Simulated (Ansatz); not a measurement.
**CH3Te− (SMILES [CH2-][TeH]): functionals against CCSD(T) at one geometry**

One table from this session's results is given with a row withheld; the runs are named, their logs left out.

Computed with Ansatz 0.2.0, Gaussian basis. Level: single points in def2-TZVPPD.

Correlated methods freeze the cores. Filled d shells of the heavier atoms are correlated. Core potentials replace the inner electrons past krypton, and spin-orbit coupling is left out.

## Starting geometry

SMILES `[CH2-][TeH]`, 5 atoms, charge -1, spin multiplicity 1.

Atoms are counted from 1 here; the program's logs count them from 0.

Bond lengths: C1–Te2 1.949 Å, C1–H3 1.295 Å, C1–H4 1.030 Å. Angles: Te2–C1–H3 108.8°, Te2–C1–H4 122.1°, H3–C1–H4 116.8°.

As a file:

```xyz
5
CH3Te
C    -0.1020   -0.8640    0.1082
Te    1.0777    0.6814    0.2377
H    -1.0538   -0.7364    0.9772
H    -0.3535   -1.2860   -0.7973
H     0.6483    2.5838   -0.6092
```

Set-up of the first run:

File run/in.yaml:

```yaml
crystal:
  periodic: [false, false, false]
  atoms:
    - {symbol: C, position_ang: [-0.102000, -0.864000, 0.108200]}
    - {symbol: Te, position_ang: [1.077700, 0.681400, 0.237700]}
    - {symbol: H, position_ang: [-1.053800, -0.736400, 0.977200]}
    - {symbol: H, position_ang: [-0.353500, -1.286000, -0.797300]}
    - {symbol: H, position_ang: [0.648300, 2.583800, -0.609200]}
basis:
  gaussian: {orbitals: "def2-TZVPPD.json"}
total_charge: -1
correlation: {method: ccsd_t}
output: {forces: true}
```

The basis file named in the input lies beside it (Basis Set Exchange, JSON).

No record of the launch command was kept for these runs.

Steps of the session up to this table: CCSD(T)/def2-TZVPPD; PBE0-D4/def2-TZVPPD; wB97M-V/def2-TZVPPD; r2SCAN-D4/def2-TZVPPD; PBE-D4/def2-TZVPPD; wB97X-V/def2-TZVPPD; BHLYP-D4/def2-TZVPPD.

One of the session's tables, all rows but one given; the rest of the session is left out.

| method | RMS force component (eV/Å) | angle to CCSD(T) forces (°) |
| --- | --- | --- |
| CCSD(T) | 2.009 | reference |
| PBE0-D4 | 2.018 | 2.7 |
| wB97M-V | 2.012 | 3.5 |
| r2SCAN-D4 | ? | ? |
| PBE-D4 | 1.989 | 3.4 |
| wB97X-V | 2.055 | 4.4 |
| BHLYP-D4 | 2.035 | 4.6 |

Q: Estimate the row for r2SCAN-D4 from the others.

As computed: RMS force component (eV/Å): 1.996; angle to CCSD(T) forces (°): 1.2. In the column «RMS force component (eV/Å)» it lies between PBE-D4 (1.989) and CCSD(T) (2.009).
